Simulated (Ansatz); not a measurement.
# Si5P13: melt and quench

This session takes Si5P13 and sets out to make an amorphous cell by melting and quenching in short dynamics.

Method: DFT PBE, scalar-relativistic, plane waves, PAW, in Ansatz 0.2.0.

## 1. The starting structure

The cell holds 18 atoms (P13Si5): a = 7.050 Å, b = 7.051 Å, c = 7.040 Å, α = 90.50°, β = 87.18°, γ = 89.28°.

It is the last frame of an earlier stage of the same melt, run at 1200 K.

The coordinates stand in the first input below.

## 2. Dynamics at 300 K

One k point, a Fermi-Dirac width of 0.050 eV and a fixed cell.

Input file input.yaml:

```yaml
crystal:
  lattice:
    - [7.047923, 0.044647, 0.173393]
    - [0.044647, 7.051142, -0.031276]
    - [0.173393, -0.031276, 7.03759]
  atoms:
    - { symbol: Si, position: [0.8052570151, 0.4313397085, 0.6103662747] }
    - { symbol: Si, position: [0.4272379131, 0.6475434175, 0.1012667334] }
    - { symbol: Si, position: [0.0114514885, 0.3271545987, 0.1206872047] }
    - { symbol: Si, position: [0.375714739, 0.5207215495, 0.7350652948] }
    - { symbol: Si, position: [0.7803723731, 0.6316605715, 0.3648550149] }
    - { symbol: P, position: [0.7659588133, 0.9738615529, 0.6924691114] }
    - { symbol: P, position: [0.8143571038, 0.1115282577, 0.4058004705] }
    - { symbol: P, position: [0.5284089329, 0.0875346321, 0.3016725036] }
    - { symbol: P, position: [0.4744939179, 0.7673043903, 0.4492237146] }
    - { symbol: P, position: [0.3432841907, 0.2715387614, 0.4853622747] }
    - { symbol: P, position: [0.0419287728, 0.7953323126, 0.6085948396] }
    - { symbol: P, position: [0.2512643573, 0.9524172156, 0.772646728] }
    - { symbol: P, position: [0.6932425811, 0.42458813, 0.1457552675] }
    - { symbol: P, position: [0.0351184971, 0.8548938375, 0.2954049803] }
    - { symbol: P, position: [0.0444782656, 0.5422577568, 0.7622541035] }
    - { symbol: P, position: [0.5742019959, 0.2625731219, 0.8085632823] }
    - { symbol: P, position: [0.2065995861, 0.5308260387, 0.2923698364] }
    - { symbol: P, position: [0.9648192695, 0.0071888468, 0.922955646] }
  symmetry: { detect: false }
basis:
  ecutwfc: 420
  xc_grid: 1
kpoints:
  mp_grid: { grid: [1, 1, 1], shift: [0.25, 0.25, 0.25] }
hamiltonian:
  xc: pbe
scf:
  occupations: { method: fermi_dirac, width: 0.05 }
  lower_state_search: "off"
  convergence: { dr2_threshold: 1.0e-05 }
output:
  forces: true
  stress: true
md:
  timestep: 3.0
  n_steps: 250
  ensemble: nvt_langevin
  friction: 0.03
  temperature: 300.0
  initial_velocities: maxwell_boltzmann
  seed: 15282
```

On the command line:

```
> ansatz run input.yaml --threads 2 --pin off --max-ram 5120MiB --backend cpu --events-out ev --progress --plain --runs-dir out
```

Log, cut to the lines that bear on the results:

```text
Warning: scf.convergence.dr2_threshold = 1e-5 eV is looser than this run's default, which is 1e-7 eV or tighter. The error in the forces grows as the threshold's square root, so leave the key out unless less accurate forces are enough
Warning: output.stress: scf.convergence.dr2_threshold = 1e-5 eV is looser than the 1.8e-9 eV advised for a printed stress (1e-10 eV for each atom of the cell: 18). What an SCF threshold leaves in a stress goes as its square root, and in the free energy as the threshold itself, and one [...]
Warning: RAYON_NUM_THREADS=2 ignored (pool sized by the plan → 2); use --threads N
[...]
Pseudopotentials: kind: paw
Pseudopotential: Si, paw, valence charge 4, recommended cutoff 420 eV (normal), Si.paw.azcp
Pseudopotential: P, paw, valence charge 5, recommended cutoff 420 eV (normal), P.paw.azcp
Functional definition: PBE
[...]
Crystal: 18 atoms, lattice volume = 349.506 Å³
Basis set: ecut = 420 eV, 6855 PW (Γ)
Bands: 61, of which v1, the nominal top of the filled ones, is band 43 counted from 1 (42 counted from 0)
Symmetry: 1 space group operations
k-points: 1
[...]
SCF iter   1: F=—  HF=-12996.567183 eV  |F-HF|=—  |Δ(HF+E_count)|=         —  Δρ=7.13e-3  dr2=3.20e-1  ethr=1.77e-3  ⟨swp⟩=8.0  Hψ=347  notcnv=0  defer=5
[...]
md step     0: t =     0.00 fs  T =   283.3 K  F+E_penalty+E_count = -12996.50141976 eV  E_kin = 0.659226 eV  P_inst = -1.0950 GPa  (6 SCF iters)
[...]
md step    11: t =    33.00 fs  T =   610.1 K  F+E_penalty+E_count = -12997.94661985 eV  E_kin = 1.419459 eV  P_inst = -1.7199 GPa  (3 SCF iters)
[...]
md step    22: t =    66.00 fs  T =   334.3 K  F+E_penalty+E_count = -12998.39174833 eV  E_kin = 0.777891 eV  P_inst = -0.3093 GPa  (3 SCF iters)
[...]
md step    33: t =    99.00 fs  T =   343.1 K  F+E_penalty+E_count = -12998.81013015 eV  E_kin = 0.798369 eV  P_inst = -0.3575 GPa  (3 SCF iters)
[...]
md step    44: t =   132.00 fs  T =   331.4 K  F+E_penalty+E_count = -12998.94727274 eV  E_kin = 0.770990 eV  P_inst = -0.1604 GPa  (3 SCF iters)
md step    45: t =   135.00 fs  T =   320.5 K  F+E_penalty+E_count = -12998.95162026 eV  E_kin = 0.745753 eV  P_inst = -0.1626 GPa  (3 SCF iters)
```

## 3. The output, continued: Langevin dynamics at 300 K from the last frame before

Output, continued, cut to the lines that bear on the results:

```text
md step    46: t =   138.00 fs  T =   357.9 K  F+E_penalty+E_count = -12998.97115172 eV  E_kin = 0.832830 eV  P_inst = -0.0964 GPa  (3 SCF iters)
[...]
md step    75: t =   225.00 fs  T =   301.6 K  F+E_penalty+E_count = -12999.05838149 eV  E_kin = 0.701739 eV  P_inst = 1.9286 GPa  (3 SCF iters)
[...]
md step   104: t =   312.00 fs  T =   293.8 K  F+E_penalty+E_count = -12999.21788529 eV  E_kin = 0.683581 eV  P_inst = 0.9008 GPa  (3 SCF iters)
[...]
md step   133: t =   399.00 fs  T =   346.3 K  F+E_penalty+E_count = -12999.16095033 eV  E_kin = 0.805842 eV  P_inst = 0.5984 GPa  (3 SCF iters)
[...]
md step   162: t =   486.00 fs  T =   289.6 K  F+E_penalty+E_count = -12999.02503048 eV  E_kin = 0.673907 eV  P_inst = 0.1792 GPa  (3 SCF iters)
md step   163: t =   489.00 fs  T =   330.2 K  F+E_penalty+E_count = -12999.02083210 eV  E_kin = 0.768339 eV  P_inst = 0.0658 GPa  (3 SCF iters)
md step   164: t =   492.00 fs  T =   307.6 K  F+E_penalty+E_count = -12999.00848524 eV  E_kin = 0.715683 eV  P_inst = -0.0715 GPa  (3 SCF iters)
```

## 4. More of the same log: Langevin dynamics at 300 K from the last frame before

Output, continued, cut to the lines that bear on the results:

```text
md step   165: t =   495.00 fs  T =   240.7 K  F+E_penalty+E_count = -12999.00409293 eV  E_kin = 0.560006 eV  P_inst = -0.2009 GPa  (3 SCF iters)
[...]
md step   186: t =   558.00 fs  T =   250.6 K  F+E_penalty+E_count = -12999.24861969 eV  E_kin = 0.582966 eV  P_inst = 0.0304 GPa  (3 SCF iters)
[...]
md step   207: t =   621.00 fs  T =   273.1 K  F+E_penalty+E_count = -12999.20159670 eV  E_kin = 0.635469 eV  P_inst = 0.9018 GPa  (3 SCF iters)
[...]
md step   228: t =   684.00 fs  T =   268.0 K  F+E_penalty+E_count = -12999.24078975 eV  E_kin = 0.623632 eV  P_inst = 0.5035 GPa  (3 SCF iters)
[...]
md step   249: t =   747.00 fs  T =   227.6 K  F+E_penalty+E_count = -12999.09578938 eV  E_kin = 0.529593 eV  P_inst = 0.7562 GPa  (3 SCF iters)
[...]
Free energy (F): -12999.112436 eV
[...]
E sigma→0 (E₀):  -12999.077548 eV
Entropy (-TS):   -0.069776 eV (-3.876 meV/atom)
Fermi energy:    6.936245 eV
[...]
--- Forces (eV/Å), atoms counted from 1 ---
  atom   1  Si    -0.19933727    -0.59874653    -0.45319483
  atom   2  Si    -0.13995995     0.81214462    -0.10872185
  atom   3  Si     0.76820813    -0.14038105     1.15162793
  atom   4  Si     0.37589663     0.28470151     0.17727216
  atom   5  Si    -0.88063337    -0.31071394     0.07742451
  atom   6  P     -0.92691566     0.65044556     0.30618877
  atom   7  P     -0.58308064     0.24326659     0.03021822
  atom   8  P      1.12458501     0.16582436     0.16255242
[...]
--- Stress (GPa, compression-positive) ---
       -1.005478      -1.022585      -0.620309
       -1.022585       2.722665       1.014010
       -0.620308       1.014011       0.074036
  P = ⅓ Tr σ = 0.5971 GPa (5.971 kbar)
--- Band table (eV) ---
[...]
--- MD trajectory: 250 steps, t = 0.0 → 750.0 fs ---
  final state: T = 202.9 K   F+E_penalty+E_count = -12999.11243572 eV   E_kin = 0.471986 eV
```

Wall time 4.3 min (2 threads of Arm Neoverse V1, shared host); peak memory 0.45 GiB.

## 5. What the atoms did

The trajectory, every 13 steps (energies from step 0); msd is the mean square displacement from the start, the centre of mass held:

```csv
time (fs),T (K),potential energy change (meV/atom),pressure (GPa),msd Si (Å²),msd P (Å²)
0.0,283,0.0,-1.1,0.000,0.000
39.0,587,-84.2,-1.3,0.050,0.041
78.0,426,-117.4,-0.5,0.098,0.104
117.0,353,-135.0,0.0,0.124,0.156
156.0,348,-151.5,0.2,0.200,0.182
195.0,372,-149.9,0.5,0.295,0.228
234.0,278,-144.6,1.7,0.334,0.249
273.0,348,-152.2,0.9,0.313,0.253
312.0,294,-150.9,0.9,0.404,0.260
351.0,278,-147.9,1.3,0.389,0.245
390.0,325,-151.1,1.0,0.377,0.228
429.0,300,-141.6,-0.3,0.270,0.228
468.0,279,-137.1,0.8,0.272,0.221
507.0,349,-145.6,-0.6,0.236,0.221
546.0,306,-145.6,0.2,0.235,0.243
585.0,205,-147.8,0.5,0.322,0.244
624.0,290,-147.9,0.9,0.364,0.264
663.0,258,-147.8,0.2,0.392,0.303
702.0,275,-151.4,0.9,0.375,0.263
741.0,185,-145.1,0.6,0.332,0.260
750.0,203,-145.1,0.7,0.335,0.256
```

time (fs), T (K) and a bar:
```
      0.0        283 ######
     33.0        610 ##############################
     66.0        334 ##########
     99.0        343 ##########
    129.0        344 ##########
    162.0        304 #######
    195.0        372 ############
    228.0        293 #######
    261.0        309 ########
    294.0        257 ####
    327.0        314 ########
    360.0        225 ##
    390.0        325 #########
    423.0        223 #
    456.0        239 ###
    489.0        330 #########
    522.0        296 #######
    555.0        268 #####
    588.0        229 ##
    621.0        273 #####
    651.0        336 ##########
    684.0        268 #####
    717.0        241 ###
    750.0        203
```

Bonds that form or break, judged by distance (formed within 1.15 times the sum of covalent radii and held on average over 12 fs, broken when stretched by half; pairs already stretched at the start don't count as bonds):

| time (fs) | bond | event |
| --- | --- | --- |
| 93.0 | P10–P12 | forms |
| 147.0 | Si3–P15 | forms |
| 705.0 | Si5–P6 | forms |

Pair distribution over the second half of the run:

```
r (Å)  g P–P  g Si–P  g Si–Si
 0.68   0.00    0.00     0.00
 0.84   0.00    0.00     0.00
 1.00   0.00    0.00     0.00
 1.16   0.00    0.00     0.00
 1.32   0.00    0.00     0.00
 1.48   0.00    0.00     0.00
 1.64   0.00    0.00     0.00
 1.80   0.00    0.00     0.00
 1.96   0.01    0.00     0.00
 2.12   1.30    0.56     0.00
 2.28   3.37    4.21     1.07
 2.44   0.65    2.69     1.89
 2.60   0.30    0.47     0.09
 2.76   0.45    0.14     0.10
 2.92   1.01    0.59     1.10
 3.08   1.06    0.70     1.07
 3.24   1.32    1.26     2.65
 3.40   1.62    1.48     3.39
```

First peaks of g(r) (not always the tallest), and, where a minimum follows, the mean number of second-named atoms round a first-named one up to the next minimum:

| pair | peak (Å) | height | minimum (Å) | neighbours |
| --- | --- | --- | --- | --- |
| P–P | 2.28 | 3.4 | 2.52 | 1.9 |
| Si–P | 2.36 | 4.3 | 2.76 | 3.3 |
| Si–Si | 2.36 | 2.1 | 2.68 | 0.4 |

## 6. Positions and forces

Positions (Å) and forces (eV/Å):

```xyz
18
Lattice="7.048 0.045 0.173 0.045 7.051 -0.031 0.173 -0.031 7.038" Properties=species:S:1:pos:R:3:forces:R:3 pbc="T T T" time_fs=126.0 T=360 dE=-2.4378
Si    5.826    3.049    4.512    0.466    0.083    0.133
Si    2.842    4.532    0.503    0.379    0.030    0.006
Si   -0.167    2.410    0.542    0.024    0.642   -0.172
Si    2.868    3.406    4.751    0.014    0.272    0.572
Si    5.456    4.671    2.825   -0.660   -0.849    0.258
P     5.612    6.655    4.973    0.653   -0.331    0.611
P     5.787    1.004    3.334    0.777    0.285   -0.422
P     3.842    0.613    2.380   -0.292    0.178   -0.149
P     3.400    5.482    2.720    0.059    0.469    0.027
P     2.248    1.518    3.647   -0.465   -0.254   -0.647
P     0.668    5.724    4.334   -0.609    0.402    0.808
P     2.115    7.287    5.436   -0.023   -1.052    0.280
P     4.783    3.092    1.130   -0.005    0.119   -0.297
P     0.375    5.560    2.141    1.090    0.169   -0.498
P     0.674    3.842    5.668    0.245   -0.132   -0.562
P     4.405    2.107    5.996   -0.612    0.029    0.398
P     1.357    3.420    1.921   -0.787    0.069    0.095
P     7.148    0.409    6.638   -0.252   -0.127   -0.442
18
Lattice="7.048 0.045 0.173 0.045 7.051 -0.031 0.173 -0.031 7.038" Properties=species:S:1:pos:R:3:forces:R:3 pbc="T T T" time_fs=249.0 T=230 dE=-2.6781
Si    5.655    2.985    4.546    0.687   -0.207    0.515
Si    3.069    4.711    0.543    0.079   -0.208    0.263
Si   -0.164    2.909    0.410   -0.203   -0.087   -0.405
Si    2.764    3.243    4.498    0.111    0.220    0.153
Si    5.448    4.566    2.906   -0.335    0.779   -0.490
P     5.693    6.844    5.157    0.158   -0.129   -0.517
P     6.106    1.061    3.373   -0.701   -0.190   -0.295
P     3.861    0.885    2.394    0.684    0.398    0.452
P     3.605    5.815    2.625   -0.104   -1.238   -0.081
P     2.119    1.193    3.802   -0.209   -0.092   -0.750
P     0.558    5.644    4.640   -0.395    1.475   -0.818
P     2.014    7.112    5.706    0.730   -0.607    0.114
P     4.742    3.114    1.100   -0.302    0.427   -0.029
P     0.538    5.426    2.299   -0.353    0.388    0.817
P     0.631    3.710    5.460    0.114   -0.738   -0.197
P     4.215    2.085    5.987   -0.121    0.019    0.692
P     1.405    3.411    1.921    0.514    0.215    0.245
P     7.114    0.759    6.691   -0.352   -0.428    0.329
18
Lattice="7.048 0.045 0.173 0.045 7.051 -0.031 0.173 -0.031 7.038" Properties=species:S:1:pos:R:3:forces:R:3 pbc="T T T" time_fs=375.0 T=230 dE=-2.6884
Si    5.836    2.920    4.479    0.027    0.100    0.144
Si    3.205    4.597    0.628   -0.670   -0.101   -0.577
Si   -0.002    2.853    0.291    0.083    0.566   -0.402
Si    3.059    3.189    4.371   -0.262    0.315    0.673
Si    5.393    4.740    2.974    0.995   -0.444    0.353
P     5.633    6.907    5.043   -0.405   -0.097    0.410
P     6.157    0.969    3.242   -0.806    0.398    0.074
P     3.813    0.877    2.463    0.682   -0.265   -0.326
P     3.491    5.727    2.584   -0.335    0.644    0.496
P     2.094    1.252    3.788   -0.322   -0.809   -0.140
P     0.455    5.667    4.679    0.480    0.330   -0.225
P     1.949    7.003    5.670    0.443    0.180    0.233
P     4.987    3.290    1.164   -0.074   -0.196    0.071
P     0.601    5.554    2.510   -0.012    0.212   -0.534
P     0.796    3.624    5.261   -0.116   -0.453    0.637
P     4.444    2.090    6.106   -0.105    0.137   -0.528
P     1.418    3.447    1.974    0.346    0.124   -0.093
P     7.060    0.687    6.799    0.052   -0.638   -0.264
18
Lattice="7.048 0.045 0.173 0.045 7.051 -0.031 0.173 -0.031 7.038" Properties=species:S:1:pos:R:3:forces:R:3 pbc="T T T" time_fs=501.0 T=264 dE=-2.5388
Si    5.930    2.846    4.488   -0.369   -0.390    1.390
Si    3.060    4.470    0.534    0.555    0.268    0.051
Si   -0.013    2.685    0.381    0.937   -0.234   -0.410
Si    2.974    3.115    4.599   -0.104    0.524   -0.070
Si    5.589    4.456    2.879   -0.576    1.333   -0.485
P     5.552    6.662    4.945   -0.076    0.156   -0.237
P     5.867    0.964    3.169   -0.014   -0.550    0.332
P     3.739    0.814    2.320    0.560   -0.476    0.270
P     3.600    5.648    2.605    0.201   -0.641   -0.173
P     2.141    1.145    3.840   -0.268    0.056   -0.392
P     0.460    5.677    4.461    0.658   -0.262   -0.118
P     1.910    6.930    5.645    0.200   -0.108    0.106
P     4.970    3.082    1.023   -1.097    0.582    0.341
P     0.747    5.450    2.260   -0.220   -0.407    0.382
P     0.875    3.709    5.478   -0.618   -0.476   -0.168
P     4.319    1.984    6.136    0.743   -0.035   -0.836
P     1.620    3.275    1.962   -0.759    0.524    0.066
P     6.948    0.507    6.670    0.244    0.134   -0.046
18
Lattice="7.048 0.045 0.173 0.045 7.051 -0.031 0.173 -0.031 7.038" Properties=species:S:1:pos:R:3:forces:R:3 pbc="T T T" time_fs=624.0 T=290 dE=-2.6617
Si    5.921    2.782    4.350    0.166    0.349   -0.415
Si    3.013    4.509    0.329   -0.045   -0.038    0.494
Si   -0.150    2.863    0.358    0.705    0.028   -1.027
Si    2.928    3.049    4.451   -0.016    0.144   -0.170
Si    5.482    4.748    2.969   -0.219   -0.572    0.325
P     5.532    6.437    4.824    0.224   -0.013    0.290
P     5.801    0.731    3.101    0.158    0.603    0.065
P     3.737    0.663    2.134    0.658   -0.099    0.389
P     3.417    5.558    2.449    0.124   -0.091   -0.495
P     2.145    1.058    3.599   -0.504    0.851   -0.294
P     0.622    5.608    4.533   -0.492    1.129    0.223
P     2.032    7.087    5.521   -0.335   -0.381    0.554
P     4.799    3.137    1.030   -0.414    0.082   -0.307
P     0.615    5.600    2.375    0.511   -0.299   -1.190
P     0.798    3.625    5.280   -0.358   -1.214    0.765
P     4.553    2.087    5.969   -0.733   -0.364    0.202
P     1.402    3.447    1.826    0.217    0.100    0.420
P     7.015    0.751    6.493    0.353   -0.213    0.175
18
Lattice="7.048 0.045 0.173 0.045 7.051 -0.031 0.173 -0.031 7.038" Properties=species:S:1:pos:R:3:forces:R:3 pbc="T T T" time_fs=750.0 T=203 dE=-2.6110
Si    5.599    2.908    4.480   -0.199   -0.599   -0.453
Si    2.923    4.295    0.382   -0.140    0.812   -0.109
Si   -0.240    2.723    0.298    0.768   -0.140    1.152
Si    2.674    3.156    4.504    0.376    0.285    0.177
Si    5.503    4.797    2.983   -0.881   -0.311    0.077
P     5.680    6.406    4.745   -0.927    0.650    0.306
P     5.853    0.932    3.162   -0.583    0.243    0.030
P     3.658    0.664    2.233    1.125    0.166    0.163
P     3.390    5.562    2.356    0.401   -0.128   -0.037
P     2.075    1.168    3.623   -0.730   -0.406   -0.156
P     0.670    5.644    4.566   -0.355   -0.587   -0.411
P     2.078    7.065    5.530    0.564   -0.168    0.480
P     4.699    3.043    1.038    0.302   -0.246    0.329
P     0.626    5.572    2.278    0.595   -0.604    0.238
P     0.508    3.475    5.377    0.586    1.028   -0.918
P     4.184    2.008    6.124    0.067   -0.193   -0.429
P     1.335    3.427    1.944   -0.444   -0.014   -0.551
P     7.195    0.559    6.682   -0.524    0.213    0.109
```

## 7. Summary of the stages

Means over the second half of each stage, earlier sessions' stages included (the first, hottest stages at a lower cutoff are left out); the pressure holds its kinetic part:

| thermostat (K) | duration (fs) | mean T (K) | mean P (GPa) | mean potential energy over the last stage (meV/atom) | largest msd at the end (Å²) | wall time |
| --- | --- | --- | --- | --- | --- | --- |
| 3000 | 750 | 2736 | 2.4 | 335 | 9.50 | 5.6 min |
| 2160 | 750 | 1863 | 1.5 | 258 | 2.78 | 5 min |
| 1200 | 750 | 1249 | 0.3 | 123 | 1.02 | 4.8 min |
| 300 | 750 | 292 | 0.4 | 0 | 0.33 | 4.3 min |

## 8. Summary of results

| quantity | value |
| --- | --- |
| 300 K: length | 250 steps of 3 fs |
| 300 K: temperature, first and last step | 283 and 203 K |
| 300 K: temperature, second half | mean 292 K, from 181 to 413 K |

Against a set 300 K the second half averages 292 K with a spread of 53 K (in equilibrium 18 atoms would scatter by about 58 K, over a far longer run). The set temperature drops by 2700 K in 2250 fs, about 1×10^15 K/s: far faster than any laboratory quench, and in so small a cell the end may be disordered or ordered by chance. 750 fs on 18 atoms is far too short and small for converged averages.
